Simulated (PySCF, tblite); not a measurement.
# C₄H₈FSi₃ radical: geometry, infrared bands and EPR parameters

What infrared bands and EPR parameters should C₄H₈FSi₃ radical (`F[C@]1(C#C[SiH3])[CH][SiH2][SiH2]1`) show?

The runs use tblite 0.8.0 and PySCF 2.14.0, with density-fitted response routines of our own; the level of theory stands in each step. All values are computed, except where a source is named. Atoms are numbered from 0 throughout.

### Step 1. Starting geometry

16 atoms, charge 0, multiplicity 2; geometry from: force field or distance geometry start.

Bonds of the start (Å): F0–C1 1.36, C1–C2 1.45, C2–C3 1.20, C3–Si4 1.86, C1–C5 1.48, C5–Si6 1.79, Si6–Si7 2.22, Si7–C1 1.91, Si4–H8 1.49, Si4–H9 1.48, Si4–H10 1.49, C5–H11 1.08, Si6–H12 1.48, Si6–H13 1.49, Si7–H14 1.50, Si7–H15 1.50.

### Step 2. Relaxing the molecule with GFN2-xTB

The job: settings as JSON, then the geometry in Å.

```
{"job": {"kind": "relax", "xc": "GFN2-xTB", "basis": "xTB"}, "charge": 0, "multiplicity": 2}
F     -0.569600    -1.508800     1.776100
C     -0.574300    -0.552000     0.805100
C      0.793900    -0.117300     0.570700
C      1.912800     0.263000     0.370300
Si     3.667600     0.828100     0.110500
C     -1.479800     0.554800     1.190400
Si    -2.997100     0.049400     0.393700
Si    -1.491400    -1.082400    -0.780800
H      3.692600     2.027400    -0.769600
H      4.311500     1.176300     1.398100
H      4.462900    -0.239000    -0.555500
H     -1.398200     1.131900     2.101900
H     -3.687300     1.170200    -0.284200
H     -3.871700    -0.728600     1.308500
H     -1.049600    -0.409800    -2.043500
H     -1.729800    -2.554400    -0.935500
```

The run is started by

```console
$ OMP_NUM_THREADS=1 python probes_run.py task.json out
```

This one command runs all jobs of the session in turn.

**Question.** This job is followed by: GFN2-xTB harmonic vibrations, gas phase; UKS B3LYP, pcH-1 on C F H Si, non-relativistic, mean-field spin-orbit, GIAO. Predict these results of the whole session: strongest single infrared mode (GFN2-xTB); zero-point energy (GFN2-xTB); g(iso) (B3LYP); ⟨S²⟩; largest a(iso) (averaged by class); surface potential, 1st and 99th percentile.

**Answer**, as computed:

| quantity | value |
| --- | --- |
| strongest single infrared mode (GFN2-xTB) | 795 cm⁻¹, 834 km/mol |
| zero-point energy (GFN2-xTB) | 54.4 kcal/mol |
| g(iso) (B3LYP) | 2.00201 |
| ⟨S²⟩ | 0.756 (exact 0.75) |
| largest a(iso) (averaged by class) | 19F on F0, 260.8 MHz |
| surface potential, 1st and 99th percentile | -1.20 V and 1.50 V |

**Reading.** The optimisation took 102 steps and gained 0.720 eV; among the close pairs (by a distance rule), Si6–Si7 changed most, from 2.220 to 2.339 Å. The lowest mode is slightly imaginary (11i cm⁻¹), a soft motion within the noise of the Hessian, so the minimum is not strictly shown. Unscaled tight-binding wavenumbers are off by several per cent, some by more. Its intensities can rank the bands wrongly. Most of the unpaired spin sits on C5 (0.89 e). The isotropic g lies 0.3 ppt below the free-electron value.
